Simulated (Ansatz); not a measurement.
# BH6NO2: the cost of one run

The runs use Ansatz 0.2.0, Gaussian basis; PBE0-D4, def2-SVP first, then def2-TZVP.

152 further runs of the same task are left out: 152 set aside as unsound or not needed.

### 1 The starting structure

The guess: 10 atoms, charge 0, spin multiplicity 1.

Atoms are counted from 1 here; the program's logs count them from 0.

Bond lengths: B1–O3 1.340 Å, B1–O4 1.337 Å, B1–N6 1.580 Å, O3–H7 0.955 Å, O4–H8 0.957 Å, H5–N6 1.118 Å, N6–H9 1.015 Å, N6–H10 1.014 Å. Angles: O3–B1–O4 124.1°, O3–B1–N6 121.1°, O4–B1–N6 111.8°, B1–O3–H7 117.3°, B1–O4–H8 115.0°, B1–N6–H5 84.2°, B1–N6–H9 118.8°, B1–N6–H10 112.9°, H5–N6–H9 115.3°, H5–N6–H10 111.7°, H9–N6–H10 111.3°.

Coordinates:

```xyz
10
charge 0, multiplicity 1
B     0.4001   -0.0536   -0.3187
H     0.2492    1.1256    1.4465
O     0.4938    0.9437   -1.2084
O     1.3179   -1.0146   -0.1709
H    -0.7273    0.2492    1.1039
N    -0.9941   -0.4734    0.2936
H    -0.0935    1.6882   -1.0946
H     2.1990   -0.7807   -0.4609
H    -1.8403   -0.2545   -0.2222
H    -1.0048   -1.4298    0.6315
```

Distances that are to change: B1–N6 1.58 Å, H2–H5 1.36 Å, B1–H2 2.13 Å, H5–N6 1.12 Å.

### 2 Relaxing the guess with the reacting distances held

File hold/in.yaml:

```yaml
crystal:
  periodic: [false, false, false]
  atoms:
    - {symbol: B, position_ang: [0.400100, -0.053600, -0.318700]}
    - {symbol: H, position_ang: [0.249200, 1.125600, 1.446500]}
    - {symbol: O, position_ang: [0.493800, 0.943700, -1.208400]}
    - {symbol: O, position_ang: [1.317900, -1.014600, -0.170900]}
    - {symbol: H, position_ang: [-0.727300, 0.249200, 1.103900]}
    - {symbol: N, position_ang: [-0.994100, -0.473400, 0.293600]}
    - {symbol: H, position_ang: [-0.093500, 1.688200, -1.094600]}
    - {symbol: H, position_ang: [2.199000, -0.780700, -0.460900]}
    - {symbol: H, position_ang: [-1.840300, -0.254500, -0.222200]}
    - {symbol: H, position_ang: [-1.004800, -1.429800, 0.631500]}
basis:
  gaussian: {orbitals: def2-SVP}
hamiltonian: {xc: pbe0, dispersion: d4}
relax: {f_tol: 0.04, max_steps: 150, escape_saddle: false, constraints: [{distance: [0, 5]}, {distance: [1, 4]}, {distance: [0, 1]}, {distance: [4, 5]}]}
```

Launch:

```
$ ansatz run in.yaml --threads 4 --pin off --events-out ev --progress --plain --max-ram 9574MiB
```

**Question.** How long does this run take on 4 threads of Arm Neoverse V1, shared host?

About 9 s.
